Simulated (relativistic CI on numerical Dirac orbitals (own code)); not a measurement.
# Ge⁸⁺: one ion under different settings

Aim: see what numerical and physical settings do to the SCF, the total energy and the lowest levels of Ge⁸⁺.

Method: Dirac-Coulomb-Breit CI, KLI orbitals optimised for each configuration, model QED (radiative potential, 1s self-energy scaled to tabulated hydrogen-like ionisation energies), numerical settings as typed. Code: relativistic CI on numerical Dirac orbitals (own code) version 3.

### Step 1. What is computed

| Item | Value |
| --- | --- |
| ion | Ge⁸⁺ (Ge IX) |
| nuclear charge | 32 |
| electrons | 24 |
| isotope | A = 74 |

### Step 2. The usual input

Settings of the run:

```ini
atom Ge  Z=32  charge=8  electrons=24
nucleus A=74  rms_radius_fm=4.0742
hamiltonian dirac-coulomb  breit=on  qed=on  c_scale=1
orbitals kli  potential=per-configuration
slater_scale 1
correlation none
mixing on
grid step=0.0125 r_max=16.6
scf mixing=0.4 start=green max_iterations=150 tolerance=2e-08 node_fill=0.05
configurations
  [Ar] 3d6
  [Ne] 3s2 3p5 3d7
  [Ar] 3d5 4s
  [Ne] 3s2 3p4 3d8
  [Ne] 3s 3p6 3d7
end
```

Run with:

```bash
python run_levels.py task.json out
```

One command runs all members of the session, one after another, from task.json.

Results of the run (chosen fields of its result record, rounded):

```text
{
  "status": "converged",
  "levels [i, E_cm, J2, conf, term, w_term, w_jj]": [
    [0, 0, 8, "3s2 3p6 3d6", "5D", 0.9881, 0.4747],
    [1, 2523.2352, 6, "3s2 3p6 3d6", "5D", 0.9928, 0.5401],
    [2, 4059.875, 4, "3s2 3p6 3d6", "5D", 0.9861, 0.6102],
    [3, 5045.966, 2, "3s2 3p6 3d6", "5D", 0.9834, 0.4736],
    [4, 5519.3594, 0, "3s2 3p6 3d6", "5D", 0.9817, 0.7004],
    [5, 37652.739, 4, "3s2 3p6 3d6", "3P", 0.9713, 0.3649],
    [6, 43196.336, 8, "3s2 3p6 3d6", "3F", 0.6134, 0.608],
    [7, 43797.715, 12, "3s2 3p6 3d6", "3H", 0.9853, 0.708],
    [8, 44726.036, 10, "3s2 3p6 3d6", "3H", 0.8911, 0.6861],
    [9, 44769.582, 2, "3s2 3p6 3d6", "3P", 0.973, 0.5865],
    [10, 45782.447, 6, "3s2 3p6 3d6", "3F", 0.9248, 0.5795],
    [11, 46483.059, 8, "3s2 3p6 3d6", "3H", 0.7066, 0.725],
    [12, 46612.727, 0, "3s2 3p6 3d6", "3P", 0.9136, 0.4608],
    [13, 46655.369, 4, "3s2 3p6 3d6", "3F", 0.978, 0.4397],
    "... 16 more rows left out ..."
  ],
  "total_energy [Ha]": -2073.1463721,
  "n_levels_all": 367,
  "overlap": 2.97129e-12,
  "scf_iterations": [10, 11, 11, 11, 11],
  "orbital_energies [Ha]": {"1s": -409.728, "2s": -57.8742, "2p1/2": -52.3015, "2p3/2": -51.1322, "3s": -13.0914, "3p1/2": -11.2202, "3p3/2": -11.0437, "3d3/2": -7.86794, "3d5/2": -7.83914},
  "configurations [conf, odd, states, E_av_Ha, breit_Ha, qed_Ha]": [
    ["3s2 3p6 3d6", 0, 210, -2074.415282, 0.948, 0.6387],
    ["3s2 3p5 3d7", 1, 720, -2070.905372, 0.9419, 0.6387],
    ["3s2 3p6 3d5 4s", 0, 504, -2071.577652, 0.9491, 0.6402],
    ["3s2 3p4 3d8", 0, 675, -2067.316883, 0.9359, 0.6386],
    ["3s 3p6 3d7", 0, 240, -2068.650551, 0.9431, 0.6336]
  ],
  "scf_steps of the first configuration [iteration, E_Ha, residual, outer_eigenvalue_Ha]": [
    [1, -2046.377407, 3.15, -15.92],
    [2, -2068.529276, 1.49, -11.1],
    [3, -2074.290081, 0.131, -7.733],
    [4, -2074.398576, 0.0935, -8.063],
    [5, -2074.414988, 0.0131, -7.873],
    [6, -2074.415272, 0.00053, -7.841],
    [7, -2074.415271, 0.000258, -7.838],
    [8, -2074.415282, 6.91e-06, -7.839],
    [9, -2074.415282, 2.25e-06, -7.839],
    [10, -2074.415282, 1.78e-08, -7.839]
  ]
}
```

It took 0.18 s on 1 thread, shared host.

### Step 3. Tolerance 0.0001, Breit term off, grid step 0.006

Settings of the run:

```ini
atom Ge  Z=32  charge=8  electrons=24
nucleus A=74  rms_radius_fm=4.0742
hamiltonian dirac-coulomb  breit=off  qed=on  c_scale=1
orbitals kli  potential=per-configuration
slater_scale 1
correlation none
mixing on
grid step=0.006 r_max=16.6
scf mixing=0.4 start=green max_iterations=150 tolerance=0.0001 node_fill=0.05
configurations
  [Ar] 3d6
  [Ne] 3s2 3p5 3d7
  [Ar] 3d5 4s
  [Ne] 3s2 3p4 3d8
  [Ne] 3s 3p6 3d7
end
```

From the record:

```text
{
  "status": "converged",
  "levels [i, E_cm, J2, conf, term, w_term]": [
    [0, 0, 8, "3s2 3p6 3d6", "5D", 0.9867],
    [1, 2559.1861, 6, "3s2 3p6 3d6", "5D", 0.9922],
    [2, 4096.205, 4, "3s2 3p6 3d6", "5D", 0.9846],
    [3, 5082.9638, 2, "3s2 3p6 3d6", "5D", 0.9816],
    [4, 5556.5303, 0, "3s2 3p6 3d6", "5D", 0.9798],
    [5, 37422.808, 4, "3s2 3p6 3d6", "3P", 0.9682],
    [6, 43037.319, 8, "3s2 3p6 3d6", "3F", 0.5923],
    [7, 44214.817, 12, "3s2 3p6 3d6", "3H", 0.9833],
    "... 22 more rows left out ..."
  ],
  "total_energy [Ha]": -2074.0950271,
  "n_levels_all": 367,
  "overlap": 1.61275e-13,
  "scf_iterations": [8, 8, 8, 8, 8],
  "orbital_energies [Ha]": {"1s": -409.728, "2s": -57.8741, "2p1/2": -52.3015, "2p3/2": -51.1321, "3s": -13.0914, "3p1/2": -11.2202, "3p3/2": -11.0437, "3d3/2": -7.86793, "3d5/2": -7.83913},
  "configurations [conf, odd, states, E_av_Ha, breit_Ha, qed_Ha]": [
    ["3s2 3p6 3d6", 0, 210, -2074.415344, 0, 0.6387],
    ["3s2 3p5 3d7", 1, 720, -2070.905434, 0, 0.6387],
    ["3s2 3p6 3d5 4s", 0, 504, -2071.577715, 0, 0.6402],
    ["3s2 3p4 3d8", 0, 675, -2067.316944, 0, 0.6386],
    ["3s 3p6 3d7", 0, 240, -2068.650612, 0, 0.6336]
  ],
  "scf_steps of the first configuration [iteration, E_Ha, residual, outer_eigenvalue_Ha]": [
    [1, -2046.377468, 3.15, -15.92],
    [2, -2068.529338, 1.49, -11.1],
    [3, -2074.290142, 0.131, -7.733],
    [4, -2074.398628, 0.0936, -8.063],
    [5, -2074.41505, 0.0131, -7.873],
    [6, -2074.415332, 0.000488, -7.841],
    [7, -2074.415333, 0.000257, -7.838],
    [8, -2074.415344, 6.59e-06, -7.839]
  ]
}
```

Run time: 0.24 s. Hardware: 1 thread, shared host.

### Step 4. Nuclear radius 4.4816

Settings of the run:

```ini
atom Ge  Z=32  charge=8  electrons=24
nucleus A=74  rms_radius_fm=4.4816
hamiltonian dirac-coulomb  breit=on  qed=on  c_scale=1
orbitals kli  potential=per-configuration
slater_scale 1
correlation none
mixing on
grid step=0.0125 r_max=16.6
scf mixing=0.4 start=green max_iterations=150 tolerance=2e-08 node_fill=0.05
configurations
  [Ar] 3d6
  [Ne] 3s2 3p5 3d7
  [Ar] 3d5 4s
  [Ne] 3s2 3p4 3d8
  [Ne] 3s 3p6 3d7
end
```

From the record:

```text
{
  "status": "converged",
  "levels [i, E_cm, J2, conf, term, w_term]": [
    [0, 0, 8, "3s2 3p6 3d6", "5D", 0.9881],
    [1, 2523.2366, 6, "3s2 3p6 3d6", "5D", 0.9928],
    [2, 4059.8772, 4, "3s2 3p6 3d6", "5D", 0.9861],
    [3, 5045.9686, 2, "3s2 3p6 3d6", "5D", 0.9834],
    [4, 5519.3623, 0, "3s2 3p6 3d6", "5D", 0.9817],
    [5, 37652.741, 4, "3s2 3p6 3d6", "3P", 0.9713],
    [6, 43196.34, 8, "3s2 3p6 3d6", "3F", 0.6134],
    [7, 43797.721, 12, "3s2 3p6 3d6", "3H", 0.9853],
    "... 22 more rows left out ..."
  ],
  "total_energy [Ha]": -2073.1438275,
  "n_levels_all": 367,
  "overlap": 2.97116e-12,
  "scf_iterations": [10, 11, 11, 11, 11],
  "orbital_energies [Ha]": {"1s": -409.727, "2s": -57.8741, "2p1/2": -52.3015, "2p3/2": -51.1322, "3s": -13.0913, "3p1/2": -11.2202, "3p3/2": -11.0438, "3d3/2": -7.86794, "3d5/2": -7.83914},
  "configurations [conf, odd, states, E_av_Ha, breit_Ha, qed_Ha]": [
    ["3s2 3p6 3d6", 0, 210, -2074.412717, 0.948, 0.6387],
    ["3s2 3p5 3d7", 1, 720, -2070.902807, 0.9419, 0.6386],
    ["3s2 3p6 3d5 4s", 0, 504, -2071.575082, 0.9491, 0.6402],
    ["3s2 3p4 3d8", 0, 675, -2067.314317, 0.9359, 0.6386],
    ["3s 3p6 3d7", 0, 240, -2068.648005, 0.9431, 0.6336]
  ],
  "scf_steps of the first configuration [iteration, E_Ha, residual, outer_eigenvalue_Ha]": [
    [1, -2046.374868, 3.15, -15.92],
    [2, -2068.526717, 1.49, -11.1],
    [3, -2074.287516, 0.131, -7.733],
    [4, -2074.396011, 0.0935, -8.063],
    [5, -2074.412423, 0.0131, -7.873],
    [6, -2074.412707, 0.00053, -7.841],
    [7, -2074.412706, 0.000258, -7.838],
    [8, -2074.412717, 6.91e-06, -7.839],
    [9, -2074.412717, 2.25e-06, -7.839],
    [10, -2074.412717, 1.78e-08, -7.839]
  ]
}
```

Wall time 0.17 s (1 thread, shared host).

The changed nuclear radius is not that of the isotope named.

### Step 5. Grid step 0.008

Settings of the run:

```ini
atom Ge  Z=32  charge=8  electrons=24
nucleus A=74  rms_radius_fm=4.0742
hamiltonian dirac-coulomb  breit=on  qed=on  c_scale=1
orbitals kli  potential=per-configuration
slater_scale 1
correlation none
mixing on
grid step=0.008 r_max=16.6
scf mixing=0.4 start=green max_iterations=150 tolerance=2e-08 node_fill=0.05
configurations
  [Ar] 3d6
  [Ne] 3s2 3p5 3d7
  [Ar] 3d5 4s
  [Ne] 3s2 3p4 3d8
  [Ne] 3s 3p6 3d7
end
```

From the record:

```text
{
  "status": "converged",
  "levels [i, E_cm, J2, conf, term, w_term]": [
    [0, 0, 8, "3s2 3p6 3d6", "5D", 0.9881],
    [1, 2523.2352, 6, "3s2 3p6 3d6", "5D", 0.9928],
    [2, 4059.8751, 4, "3s2 3p6 3d6", "5D", 0.9861],
    [3, 5045.966, 2, "3s2 3p6 3d6", "5D", 0.9834],
    [4, 5519.3595, 0, "3s2 3p6 3d6", "5D", 0.9817],
    [5, 37652.74, 4, "3s2 3p6 3d6", "3P", 0.9713],
    [6, 43196.337, 8, "3s2 3p6 3d6", "3F", 0.6134],
    [7, 43797.716, 12, "3s2 3p6 3d6", "3H", 0.9853],
    "... 22 more rows left out ..."
  ],
  "total_energy [Ha]": -2073.1464155,
  "n_levels_all": 367,
  "overlap": 2.00956e-13,
  "scf_iterations": [10, 11, 11, 11, 11],
  "orbital_energies [Ha]": {"1s": -409.728, "2s": -57.8742, "2p1/2": -52.3015, "2p3/2": -51.1322, "3s": -13.0914, "3p1/2": -11.2202, "3p3/2": -11.0437, "3d3/2": -7.86794, "3d5/2": -7.83914},
  "configurations [conf, odd, states, E_av_Ha, breit_Ha, qed_Ha]": [
    ["3s2 3p6 3d6", 0, 210, -2074.415325, 0.948, 0.6387],
    ["3s2 3p5 3d7", 1, 720, -2070.905415, 0.9419, 0.6387],
    ["3s2 3p6 3d5 4s", 0, 504, -2071.577695, 0.9491, 0.6402],
    ["3s2 3p4 3d8", 0, 675, -2067.316926, 0.9359, 0.6386],
    ["3s 3p6 3d7", 0, 240, -2068.650594, 0.9431, 0.6336]
  ],
  "scf_steps of the first configuration [iteration, E_Ha, residual, outer_eigenvalue_Ha]": [
    [1, -2046.377449, 3.15, -15.92],
    [2, -2068.529319, 1.49, -11.1],
    [3, -2074.290123, 0.131, -7.733],
    [4, -2074.398611, 0.0935, -8.063],
    [5, -2074.415031, 0.0131, -7.873],
    [6, -2074.415313, 0.000496, -7.841],
    [7, -2074.415314, 0.000257, -7.838],
    [8, -2074.415325, 6.64e-06, -7.839],
    [9, -2074.415325, 2.25e-06, -7.839],
    [10, -2074.415325, 1.31e-08, -7.839]
  ]
}
```

Run time: 0.23 s. Hardware: 1 thread, shared host.

### Step 6. Speed-of-light factor 0.4

Settings of the run:

```ini
atom Ge  Z=32  charge=8  electrons=24
nucleus A=74  rms_radius_fm=4.0742
hamiltonian dirac-coulomb  breit=on  qed=on  c_scale=0.4
orbitals kli  potential=per-configuration
slater_scale 1
correlation none
mixing on
grid step=0.0125 r_max=16.6
scf mixing=0.4 start=green max_iterations=98 tolerance=2e-08 node_fill=0.05
configurations
  [Ar] 3d6
  [Ne] 3s2 3p5 3d7
  [Ar] 3d5 4s
  [Ne] 3s2 3p4 3d8
  [Ne] 3s 3p6 3d7
end
```

From the record:

```text
{
  "status": "converged",
  "levels [i, E_cm, J2, conf, term, w_term]": [
    [0, 0, 8, "3s2 3p6 3d6", "5D", 0.7643],
    [1, 14156.533, 4, "3s2 3p6 3d6", "5D", 0.4879],
    [2, 19904.151, 6, "3s2 3p6 3d6", "5D", 0.8969],
    [3, 26608.895, 0, "3s2 3p6 3d6", "5D", 0.6672],
    [4, 27397.947, 2, "3s2 3p6 3d6", "5D", 0.7691],
    [5, 40415.919, 8, "3s2 3p6 3d6", "1G", 0.2332],
    [6, 52026.743, 12, "3s2 3p6 3d6", "3H", 0.8321],
    [7, 52218.41, 10, "3s2 3p6 3d6", "3G", 0.5099],
    "... 22 more rows left out ..."
  ],
  "total_energy [Ha]": -2207.6362246,
  "n_levels_all": 367,
  "overlap": 1.97988e-12,
  "scf_iterations": [11, 11, 11, 10, 11],
  "orbital_energies [Ha]": {"1s": -445.542, "2s": -66.0378, "2p1/2": -59.1938, "2p3/2": -50.3958, "3s": -14.5645, "3p1/2": -12.3532, "3p3/2": -11.0035, "3d3/2": -7.76091, "3d5/2": -7.5897},
  "configurations [conf, odd, states, E_av_Ha, breit_Ha, qed_Ha]": [
    ["3s2 3p6 3d6", 0, 210, -2215.373933, 6.5, 1.653],
    ["3s2 3p5 3d7", 1, 720, -2211.315976, 6.458, 1.653],
    ["3s2 3p6 3d5 4s", 0, 504, -2213.063255, 6.508, 1.657],
    ["3s2 3p4 3d8", 0, 675, -2207.177274, 6.417, 1.654],
    ["3s 3p6 3d7", 0, 240, -2207.908718, 6.461, 1.637]
  ],
  "scf_steps of the first configuration [iteration, E_Ha, residual, outer_eigenvalue_Ha]": [
    [1, -2178.807768, 3.67, -16.11],
    [2, -2207.790188, 1.73, -10.93],
    [3, -2215.213051, 0.15, -7.478],
    [4, -2215.354239, 0.1, -7.806],
    [5, -2215.373327, 0.0171, -7.633],
    [6, -2215.3739, 0.000759, -7.591],
    [7, -2215.373916, 0.000411, -7.589],
    [8, -2215.373933, 1.63e-05, -7.59],
    [9, -2215.373934, 3.63e-06, -7.59],
    [10, -2215.373933, 2.31e-08, -7.59],
    [11, -2215.373933, 2.35e-09, -7.59]
  ]
}
```

Wall time 0.17 s (1 thread, shared host).

A bad setting: its result is shown only for the comparison.

A changed speed of light describes a fictitious ion. The QED potentials keep the true α.

### Step 7. The runs side by side

| setting | total energy less usual (Ha) | largest shift of a level among the lowest eight of both runs, same label and place (cm⁻¹) | SCF iterations | time | lowest level | kind of change |
| --- | --- | --- | --- | --- | --- | --- |
| usual | 0 | 0 | 54 | 0.18 s | 3d6 5D4 | - |
| tolerance 0.0001, Breit term off, grid step 0.006 | -0.949 | 417 | 40 | 0.24 s | 3d6 5D4 | model term |
| nuclear radius 4.4816 | 0.00254 | 0.00644 | 54 | 0.17 s | 3d6 5D4 | unphysical constant |
| grid step 0.008 | -4.34e-05 | 0 | 54 | 0.23 s | 3d6 5D4 | numerical |
| speed-of-light factor 0.4 | -134 | 22400 | 54 | 0.17 s | 3d6 5D4 | unsound |

### Step 8. Results

| quantity | value |
| --- | --- |
| lowest level, usual settings | 3d6 5D4 |
| total energy | -2073.1464 Ha |
| first excitation | 2523.2 cm⁻¹ |

**Reading.** Among the runs whose levels can be followed, they move most under «speed-of-light factor 0.4» (unsound), by up to 22400 cm⁻¹. Only the listed configurations are in the model.
